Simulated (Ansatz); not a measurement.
# GeH₂O: a ladder of functionals and wavefunction methods

One table from this session's results is given with a row withheld; the runs are named, their logs left out.

Method: functionals in def2-TZVPP, the program's frozen cores in correlated methods; program: Ansatz 0.2.0, Gaussian basis.

The runs, in order: LDA (SPW92), PBE-D4, revPBE-D4, BLYP-D4, r2SCAN-D4, B97M-V, PBE0-D4, B3LYP-D4, r2SCANh-D4, r2SCAN0-D4, HSE06-D4, BHLYP-D4, CAM-B3LYP-D4, LC-ωPBE, ωB97X-V, ωB97M-V, B2PLYP, PBE-QIDH; CCSD(T)/def2-SVP; CCSD(T)/def2-TZVPP; CCSD(T)/def2-QZVPP; extrapolation to the limit; RPA on PBE.

### Structure used throughout

All runs share one geometry, relaxed beforehand with PBE0-D4 in a triple-zeta def2 set.

SMILES `[O]=[GeH2]`, 4 atoms, charge 0, spin multiplicity 1.

Atoms are counted from 1 here; the program's logs count them from 0.

Bond lengths: O1–Ge2 1.632 Å, Ge2–H3 1.542 Å, Ge2–H4 1.542 Å. Angles: O1–Ge2–H3 123.4°, O1–Ge2–H4 123.4°, H3–Ge2–H4 113.2°.

The first run:

The input, in.yaml:

```yaml
crystal:
  periodic: [false, false, false]
  atoms:
    - {symbol: O, position_ang: [-0.058428, -0.962085, 1.337438]}
    - {symbol: Ge, position_ang: [-0.000738, -0.009289, 0.013493]}
    - {symbol: H, position_ang: [-1.135496, 0.067691, -1.027054]}
    - {symbol: H, position_ang: [1.194663, 0.903692, -0.323878]}
basis:
  gaussian: {orbitals: def2-TZVPP}
hamiltonian: {xc: lda}
output: {orbitals: {seedname: orbitals}}
```

Started as:

```console
$ ansatz run in.yaml --threads 4 --pin off --events-out ev --progress --plain --max-ram 10444MiB
```

Among the steps run: LDA; PBE-D4 (GGA); revPBE-D4 (GGA); BLYP-D4 (GGA); r2SCAN-D4 (meta-GGA); B97M-V (meta-GGA); B3LYP-D4 (hybrid); r2SCANh-D4 (hybrid); r2SCAN0-D4 (hybrid); HSE06-D4 (hybrid); BHLYP-D4 (hybrid); CAM-B3LYP-D4 (range-separated); LC-ωPBE (range-separated); ωB97X-V (range-separated); ωB97M-V (range-separated); B2PLYP (double hybrid); PBE-QIDH (double hybrid).

One of the session's tables, all rows but one given; the rest of the session is left out.

It belongs to the step «Frontier levels by functional». 

```
  functional  HOMO (eV)  LUMO (eV)  gap (eV)
 LDA (SPW92)      -6.43      -3.50      2.93
      PBE-D4      -6.27      -3.23      3.04
   revPBE-D4      -6.20      -3.12      3.08
     BLYP-D4      -6.19      -3.16      3.03
   r2SCAN-D4      -6.58      -3.08      3.50
      B97M-V      -6.69      -3.09      3.59
     PBE0-D4      -7.79      -2.38      5.41
    B3LYP-D4      -7.57      -2.65      4.91
  r2SCANh-D4      -7.16      -2.77      4.39
  r2SCAN0-D4      -8.03      -2.30      5.72
    HSE06-D4      -7.38      -2.76      4.62
    BHLYP-D4      -9.27      -1.54      7.73
CAM-B3LYP-D4      -9.22      -1.36      7.86
     LC-ωPBE     -10.49      -0.14     10.35
     ωB97X-V     -10.19      -0.24      9.95
     ωB97M-V          ?          ?         ?
```

Estimate the missing values for ωB97M-V.

The run gave: HOMO (eV): -10.15; LUMO (eV): -0.37; gap (eV): 9.78. In the column «HOMO (eV)» it lies between ωB97X-V (-10.19) and BHLYP-D4 (-9.27).
